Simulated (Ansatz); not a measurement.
**BGe (doublet): RPA-PBE over vertical spin and charge gaps, cc-pVTZ**

How well do these functionals follow the top wave-function level for BGe (doublet) over vertical spin and charge gaps?

Computed with Ansatz 0.2.0, Gaussian basis. Level: cc-pVTZ, all electrons in the functionals, frozen cores in the correlation of double hybrids and RPA.

To be run: RPA-PBE, at charge 0, doublet; charge 0, quartet; charge 1, singlet; charge 1, triplet.

12 further runs of the same task are left out: 3 that didn't finish, 9 set aside as unsound or not needed.

### 1 The geometry

The geometry is a PBE0/def2-TZVP stationary point (not a proven minimum). No spin-orbit coupling is included. The filled d shell of Ge may be among the frozen orbitals whatever the setting's name suggests; the logs give the count.

2 atoms, charge 0, spin multiplicity 2.

Atoms are counted from 1 here; the program's logs count them from 0.

Bond lengths: Ge1–B2 1.987 Å.

Geometry (Å):

```
Ge    0.0000    0.0000    0.0000
B     0.0000    0.0000    1.9875
```

No dispersion term is added.

The geometry shown and the zero of energy belong to the point charge 0, doublet. The yardstick, UCCSD(T), and other wave-function levels (R restricted, U unrestricted, valence and pair active spaces) come from earlier runs.

### 2 RPA-PBE, charge 0, doublet

The input, in.yaml:

```yaml
crystal:
  periodic: [false, false, false]
  atoms:
    - {symbol: Ge, position_ang: [0.000000, 0.000000, 0.000000]}
    - {symbol: B, position_ang: [0.000000, 0.000000, 1.987464]}
basis:
  gaussian: {orbitals: cc-pVTZ}
magnetization: {spin_polarized: true, initial_magnetization: 1}
hamiltonian: {xc: {name: PBE}}
correlation: {method: rpa, electrons: outside_noble_gas}
```

Run with:

```bash
$ ansatz run in.yaml --threads 1 --pin off --events-out ev --progress --plain --max-ram 2393MiB
```

Output:

```text
Functional definition: PBE
  name "PBE"
  cite "Perdew, Burke & Ernzerhof, Phys. Rev. Lett. 77, 3865 (1996) doi:10.1103/PhysRevLett.77.3865"
  parent pbe
  parameter kappa = 0.804
  parameter beta = 0.06672455060314922
  exchange = pbe_x(kappa = kappa, mu = beta*pi^2/3)
  correlation = pbe_c(beta = beta)
468 factors; integrals over basis functions are off by at most 1.3e-3 eV
mean field evaluation 1: about -57178.1666 eV, gradient 2.0e1 eV
mean field evaluation 2: about -57178.1644 eV, gradient 2.0e1 eV
mean field evaluation 4: about -57176.6064 eV, gradient 1.7e1 eV
mean field evaluation 8: about -57180.9543 eV, gradient 2.8e0 eV
mean field evaluation 16: about -57181.0468 eV, gradient 1.1e-3 eV
mean field evaluation 32: about -57181.0329 eV, gradient 2.0e0 eV
mean field evaluation 64: about -57180.4729 eV, gradient 1.6e-2 eV
mean field evaluation 96: about -57181.0103 eV, gradient 2.2e-1 eV
mean field evaluation 128: about -57181.0609 eV, gradient 9.2e-1 eV
mean field evaluation 160: about -57181.0566 eV, gradient 1.1e0 eV
mean field evaluation 192: about -57178.1651 eV, gradient 2.0e1 eV
mean field evaluation 224: about -57180.3621 eV, gradient 1.2e-1 eV
mean field -57181.07666783 eV, -2101.3658088169 hartree, gradient 5.8e-8 eV, S^2 1.762420; 14 other end points of the search recorded, 0 dependent functions left out
15 core orbitals not correlated: weight in the atoms' cores, before any rotation towards them, 0.999 or more for the frozen orbitals, at most 0.001 for the correlated occupied ones
reference -57141.80752545 eV, -2099.9226944521 hartree; 4, 3 occupied and 54, 55 virtual orbitals, 468 factors
Total energy: -57149.51749283 eV, -2100.2060305273 hartree
```

Wall time 20 s (1 thread of Arm Neoverse V2, shared host); peak memory 0.26 GiB.

From the report: ⟨S²⟩ of the determinant 1.762 (pure doublet: 0.75). The determinant is far from a pure spin state, so its energy mixes those of several spin states (harmless only where they are near-degenerate, as at dissociation).

### 3 RPA-PBE, charge 0, quartet

in.yaml, as its differences from that of step 2:

```diff
@@ -7,3 +7,3 @@
   gaussian: {orbitals: cc-pVTZ}
-magnetization: {spin_polarized: true, initial_magnetization: 1}
+magnetization: {spin_polarized: true, initial_magnetization: 3}
 hamiltonian: {xc: {name: PBE}}
```

Same command.

Output:

```text
Functional definition: PBE
  name "PBE"
  cite "Perdew, Burke & Ernzerhof, Phys. Rev. Lett. 77, 3865 (1996) doi:10.1103/PhysRevLett.77.3865"
  parent pbe
  parameter kappa = 0.804
  parameter beta = 0.06672455060314922
  exchange = pbe_x(kappa = kappa, mu = beta*pi^2/3)
  correlation = pbe_c(beta = beta)
468 factors; integrals over basis functions are off by at most 1.3e-3 eV
mean field evaluation 1: about -57179.1209 eV, gradient 1.9e1 eV
mean field evaluation 2: about -57179.1191 eV, gradient 1.9e1 eV
mean field evaluation 4: about -57180.7804 eV, gradient 7.8e0 eV
mean field evaluation 8: about -57181.4147 eV, gradient 1.7e-1 eV
mean field evaluation 16: about -57181.4149 eV, gradient 6.8e-6 eV
mean field -57181.41490153 eV, -2101.3782386763 hartree, gradient 4.8e-7 eV, S^2 3.751431; 0 other end points of the search recorded, 0 dependent functions left out
15 core orbitals not correlated: weight in the atoms' cores, before any rotation towards them, 0.998 or more for the frozen orbitals, at most 0.000 for the correlated occupied ones
reference -57142.22889937 eV, -2099.9381796578 hartree; 5, 2 occupied and 53, 56 virtual orbitals, 468 factors
Total energy: -57149.85490104 eV, -2100.2184300501 hartree
```

Wall time 1.8 s (1 thread of Arm Neoverse V2, shared host).

From the report: ⟨S²⟩ of the determinant 3.751 (pure quartet: 3.75).

From charge 0, doublet: -0.337 eV.

### 4 RPA-PBE, charge 1, singlet

in.yaml, as its differences from that of step 3:

```diff
@@ -7,3 +7,4 @@
   gaussian: {orbitals: cc-pVTZ}
-magnetization: {spin_polarized: true, initial_magnetization: 3}
+total_charge: 1
+magnetization: {spin_polarized: true, initial_magnetization: 0}
 hamiltonian: {xc: {name: PBE}}
```

Same command.

Output:

```text
Functional definition: PBE
  name "PBE"
  cite "Perdew, Burke & Ernzerhof, Phys. Rev. Lett. 77, 3865 (1996) doi:10.1103/PhysRevLett.77.3865"
  parent pbe
  parameter kappa = 0.804
  parameter beta = 0.06672455060314922
  exchange = pbe_x(kappa = kappa, mu = beta*pi^2/3)
  correlation = pbe_c(beta = beta)
468 factors; integrals over basis functions are off by at most 1.3e-3 eV
mean field evaluation 1: about -57168.7053 eV, gradient 2.0e1 eV
mean field evaluation 2: about -57168.6993 eV, gradient 2.0e1 eV
mean field evaluation 4: about -57169.1802 eV, gradient 1.2e1 eV
mean field evaluation 8: about -57169.7995 eV, gradient 8.9e0 eV
mean field evaluation 16: about -57171.6769 eV, gradient 5.3e-5 eV
mean field evaluation 32: about -57170.7462 eV, gradient 1.5e1 eV
mean field evaluation 64: about -57171.6769 eV, gradient 6.2e-4 eV
mean field evaluation 96: about -57170.5010 eV, gradient 6.9e-3 eV
mean field evaluation 128: about -57172.4353 eV, gradient 7.1e-7 eV
mean field evaluation 160: about -57172.4312 eV, gradient 2.0e-1 eV
mean field evaluation 192: about -57171.8467 eV, gradient 6.5e0 eV
mean field evaluation 224: about -57172.1886 eV, gradient 2.2e0 eV
mean field evaluation 256: about -57172.4227 eV, gradient 4.4e-1 eV
mean field evaluation 288: about -57172.4353 eV, gradient 2.5e-6 eV
mean field -57172.43534628 eV, -2101.0482461074 hartree, gradient 2.5e-6 eV, S^2 1.005555; 19 other end points of the search recorded, 0 dependent functions left out
15 core orbitals not correlated: weight in the atoms' cores, before any rotation towards them, 0.999 or more for the frozen orbitals, at most 0.001 for the correlated occupied ones
reference -57133.15807797 eV, -2099.6048331201 hartree; 3, 3 occupied and 55, 55 virtual orbitals, 468 factors
Total energy: -57140.78395116 eV, -2099.8850787907 hartree
```

Wall time 24 s (1 thread of Arm Neoverse V2, shared host).

From the report: ⟨S²⟩ of the determinant 1.006 (pure singlet: 0.00). The determinant is far from a pure spin state, so its energy mixes those of several spin states (harmless only where they are near-degenerate, as at dissociation).

From charge 0, doublet: +8.734 eV.

### 5 RPA-PBE, charge 1, triplet

in.yaml, as its differences from that of step 4:

```diff
@@ -8,3 +8,3 @@
 total_charge: 1
-magnetization: {spin_polarized: true, initial_magnetization: 0}
+magnetization: {spin_polarized: true, initial_magnetization: 2}
 hamiltonian: {xc: {name: PBE}}
```

Launched as before.

Output:

```text
Functional definition: PBE
  name "PBE"
  cite "Perdew, Burke & Ernzerhof, Phys. Rev. Lett. 77, 3865 (1996) doi:10.1103/PhysRevLett.77.3865"
  parent pbe
  parameter kappa = 0.804
  parameter beta = 0.06672455060314922
  exchange = pbe_x(kappa = kappa, mu = beta*pi^2/3)
  correlation = pbe_c(beta = beta)
468 factors; integrals over basis functions are off by at most 1.3e-3 eV
mean field evaluation 1: about -57169.7508 eV, gradient 2.0e1 eV
mean field evaluation 2: about -57169.7500 eV, gradient 2.0e1 eV
mean field evaluation 4: about -57167.9380 eV, gradient 2.2e1 eV
mean field evaluation 8: about -57172.6470 eV, gradient 8.3e-2 eV
mean field evaluation 16: about -57172.6466 eV, gradient 4.3e-5 eV
mean field evaluation 32: about -57172.5253 eV, gradient 4.6e-1 eV
mean field evaluation 64: about -57172.5231 eV, gradient 2.8e0 eV
mean field evaluation 96: about -57172.5037 eV, gradient 1.7e-4 eV
mean field evaluation 128: about -57172.6456 eV, gradient 7.4e-2 eV
mean field -57172.64656463 eV, -2101.0560082385 hartree, gradient 1.1e-6 eV, S^2 2.018092; 11 other end points of the search recorded, 0 dependent functions left out
15 core orbitals not correlated: weight in the atoms' cores, before any rotation towards them, 0.999 or more for the frozen orbitals, at most 0.001 for the correlated occupied ones
reference -57133.51789335 eV, -2099.6180560913 hartree; 4, 2 occupied and 54, 56 virtual orbitals, 468 factors
Total energy: -57141.03553704 eV, -2099.8943244014 hartree
```

It took 12 s on 1 thread of Arm Neoverse V2, shared host.

From the report: ⟨S²⟩ of the determinant 2.018 (pure triplet: 2.00).

From charge 0, doublet: +8.482 eV.

### 6 Against the wave-function levels

No level is safe as a reference over these points; UCCSD(T) serves as a yardstick only. It comes from earlier runs at the same points. Energies in eV, counted from charge 0, doublet; blanks weren't run or aren't comparable.

```tsv
level	doublet to quartet	ionisation to the singlet cation	ionisation to the triplet cation
UCCSD(T)	-0.424	8.548	8.335
RPA-PBE	-0.337	8.734	8.482
```

Largest miss and mean time a point (UCCSD(T) took 33 s a point; shared hosts):

```tsv
level	largest miss (eV)	where	time a point
RPA-PBE	+0.186	ionisation to the singlet cation	14 s
```

### 7 Results

```
                                  quantity                                         value
              doublet to quartet, UCCSD(T)                                     -0.424 eV
ionisation to the singlet cation, UCCSD(T)                                      8.548 eV
ionisation to the triplet cation, UCCSD(T)                                      8.335 eV
                     largest miss, RPA-PBE  +0.186 eV (ionisation to the singlet cation)
```

RPA-PBE strays by up to 0.186 eV, at ionisation to the singlet cation. RPA-PBE clearly breaks the spin symmetry at some points (⟨S²⟩ up to 1.01 above the pure value), so energy there is bought with a mixed spin. Functionals and the yardstick converge differently with the basis, so part of each miss in cc-pVTZ is the basis. The yardstick itself may be off where one determinant is a poor start.
